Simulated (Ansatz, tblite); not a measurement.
# MoO2(NH2)2 (H4MoN2O2): removing an electron

An exercise on one series of results from a longer session: the logs are not shown, and one member is left open.

The runs use Ansatz 0.2.0, Gaussian basis; as each input shows.

Levels to be run: charge +1 doublet, at the geometry of the singlet (PBE0-D4/def2-TZVP, PBE-D4/def2-TZVP, r2SCAN-D4/def2-TZVP, ωB97X-V/def2-TZVP, HF/def2-TZVP, revPBE-D4/def2-TZVP, LC-ωPBE/def2-TZVP, B3LYP-D4/def2-TZVP); the starting singlet's energies come from earlier runs.

3 further runs of the same task are left out: 3 set aside as unsound or not needed.

### The structure

The singlet was relaxed beforehand with PBE0-D4/def2-SVP.

9 atoms, charge 0, spin multiplicity 1.

Atoms are counted from 1 here; the program's logs count them from 0.

Bond lengths: Mo1–O2 1.681 Å, Mo1–O3 1.681 Å, Mo1–N4 1.929 Å, Mo1–N7 1.929 Å, N4–H5 1.016 Å, N4–H6 1.016 Å, N7–H8 1.016 Å, N7–H9 1.016 Å. Angles: O2–Mo1–O3 114.7°, O2–Mo1–N4 107.7°, O2–Mo1–N7 107.7°, O3–Mo1–N4 107.7°, O3–Mo1–N7 107.7°, N4–Mo1–N7 111.3°, Mo1–N4–H5 124.2°, Mo1–N4–H6 124.2°, H5–N4–H6 111.4°, Mo1–N7–H8 124.2°, Mo1–N7–H9 124.2°, H8–N7–H9 111.4°.

Geometry (Å):

```xyz
9
H4MoN2O2
Mo    0.5381    0.0007    0.3710
O     0.4817    0.0040    2.0515
O     2.0888   -0.0005   -0.2791
N    -0.3583    1.5918   -0.2503
H    -0.1215    2.0829   -1.1073
H    -1.0745    2.0852    0.2745
N    -0.3583   -1.5928   -0.2439
H    -1.0742   -2.0844    0.2830
H    -0.1218   -2.0871   -1.0992
```

Formally the metal is d0. Mo takes a core potential in the def2 sets. No spin-orbit coupling is included.

The first run:

The input, in.yaml:

```yaml
crystal:
  periodic: [false, false, false]
  atoms:
    - {symbol: Mo, position_ang: [0.538075, 0.000745, 0.370950]}
    - {symbol: O, position_ang: [0.481739, 0.004022, 2.051472]}
    - {symbol: O, position_ang: [2.088826, -0.000472, -0.279061]}
    - {symbol: N, position_ang: [-0.358306, 1.591808, -0.250299]}
    - {symbol: H, position_ang: [-0.121511, 2.082939, -1.107327]}
    - {symbol: H, position_ang: [-1.074549, 2.085193, 0.274453]}
    - {symbol: N, position_ang: [-0.358300, -1.592796, -0.243928]}
    - {symbol: H, position_ang: [-1.074203, -2.084372, 0.282975]}
    - {symbol: H, position_ang: [-0.121771, -2.087067, -1.099225]}
basis:
  gaussian: {orbitals: def2-SVP}
total_charge: 1
magnetization: {spin_polarized: true, initial_magnetization: 1}
hamiltonian: {xc: pbe0, dispersion: d4}
output: {orbitals: {seedname: orbitals}}
```

Launch:

```console
$ ansatz run in.yaml --threads 2 --pin off --events-out ev --progress --plain --max-ram 4352MiB
```

Steps of the session up to this table: Charge +1 doublet at the fixed geometry, first pass, PBE0-D4/def2-SVP; Charge +1 doublet at the fixed geometry, PBE0-D4/def2-TZVP; Charge +1 doublet at the fixed geometry, PBE-D4/def2-TZVP; Charge +1 doublet at the fixed geometry, r2SCAN-D4/def2-TZVP; Charge +1 doublet at the fixed geometry, ωB97X-V/def2-TZVP; Charge +1 doublet at the fixed geometry, HF/def2-TZVP; Charge +1 doublet at the fixed geometry, revPBE-D4/def2-TZVP; Charge +1 doublet at the fixed geometry, LC-ωPBE/def2-TZVP; Charge +1 doublet at the fixed geometry, B3LYP-D4/def2-TZVP.

One of the session's tables, all rows but one given; the rest of the session is left out.

It belongs to the step «Vertical ionisation energy». Beside −ε(HOMO) of the starting state:

| level | −ε(HOMO) (eV) | by difference (eV) | mismatch (eV) |
| --- | --- | --- | --- |
| PBE-D4/def2-TZVP | 6.29 | 9.36 | -3.07 |
| revPBE-D4/def2-TZVP | 6.21 | 9.31 | -3.10 |
| r2SCAN-D4/def2-TZVP | 6.60 | 9.42 | -2.82 |
| B3LYP-D4/def2-TZVP | 7.44 | 9.64 | -2.21 |
| PBE0-D4/def2-TZVP | 7.66 | 9.60 | -1.94 |
| LC-ωPBE/def2-TZVP | ? | ? | ? |
| ωB97X-V/def2-TZVP | 10.00 | 9.83 | +0.17 |

Estimate the missing values for LC-ωPBE/def2-TZVP.

As computed: −ε(HOMO) (eV): 10.39; by difference (eV): 9.99; mismatch (eV): +0.39. In the column «−ε(HOMO) (eV)» it is the highest.
